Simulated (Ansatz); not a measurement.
Working through a rigid scan of one bond length of C2H4NSb, SMILES N=C=[CH][SbH2]

With Ansatz 0.2.0 through its Python package.

Run as a notebook:

```python
import ansatz as az
import numpy as np

geometry_ang = [
    ("N", (0.5175, 2.1441, -0.5445)),
    ("C", (0.5606, 1.0394, -0.0211)),
    ("C", (0.6281, -0.133, 0.5155)),
    ("Sb", (-1.012, -1.3206, 0.7975)),
    ("H", (-0.4257, 2.4765, -1.0187)),
    ("H", (1.6254, -0.49, 0.8457)),
    ("H", (-1.5914, -1.0233, -0.8453)),
    ("H", (-0.2104, -2.7503, 0.2151)),
]
c2h4nsb = az.Crystal.molecule()
for symbol, xyz in geometry_ang:
    c2h4nsb = c2h4nsb.atom(symbol, xyz)
```

```python
symbols = [site.symbol for site in c2h4nsb.cartesian_sites]
start = np.array([site.position_ang for site in c2h4nsb.cartesian_sites])
axis = (start[6] - start[3]) / np.linalg.norm(start[6] - start[3])
moving = [6]
lengths, energies = [1.555, 1.626, 1.696, 1.767, 1.838, 1.909, 1.979, 2.085], []
for length in lengths:
    xyz = start.copy()
    xyz[moving] += (length - np.linalg.norm(start[6] - start[3])) * axis
    point = az.Crystal.molecule()
    for symbol, place in zip(symbols, xyz):
        point = point.atom(symbol, place.tolist())
    job = point.calculation()
    job = job.basis(gaussian="def2-SVP").functional("R2SCAN0")
    r = job.run(threads=1, pin="off").report
    energies.append(r["free_energy_ev"])
    print(f"r = {length:6.3f} A  E = {energies[-1]:.5f} eV  <S^2> = {abs(r['mean_field']['state']['spin_squared']):.3f}")
```

    r =  1.555 A  E = -10159.49404 eV  <S^2> = 0.000
    r =  1.626 A  E = -10159.66075 eV  <S^2> = 0.000
    r =  1.696 A  E = -10159.72440 eV  <S^2> = 0.000
    r =  1.767 A  E = -10159.71239 eV  <S^2> = 0.000
    r =  1.838 A  E = -10159.64326 eV  <S^2> = 0.000
    r =  1.909 A  E = -10159.53260 eV  <S^2> = 0.000
    r =  1.979 A  E = -10159.39461 eV  <S^2> = 0.000
    r =  2.085 A  E = -10159.15039 eV  <S^2> = 0.000

```python
# quartic fit about the minimum
fit = np.polynomial.Polynomial.fit(lengths, np.array(energies) - min(energies), 4).convert()
roots = [r.real for r in fit.deriv().roots() if abs(r.imag) < 1e-9 and fit.deriv(2)(r.real) > 0]
r_e = min(roots, key=lambda r: abs(r - lengths[int(np.argmin(energies))]))
print(f"minimum of the fit at {r_e:.4f} A, force constant {fit.deriv(2)(r_e):.2f} eV/A^2")
```

    minimum of the fit at 1.7182 A, force constant 14.03 eV/A^2

Total energies depend on the basis set; only differences at equal settings carry meaning. The rest of the molecule is held rigid at a force-field or estimated start geometry, and the basis set is modest; single-reference methods fail as a bond breaks. def2 sets replace the cores of elements past krypton by effective core potentials. The orbitals are restricted, so S² is zero by construction. It ran for 54 s on 1 thread of Arm Neoverse V1, with other jobs on the host, peak memory 0.26 GiB.
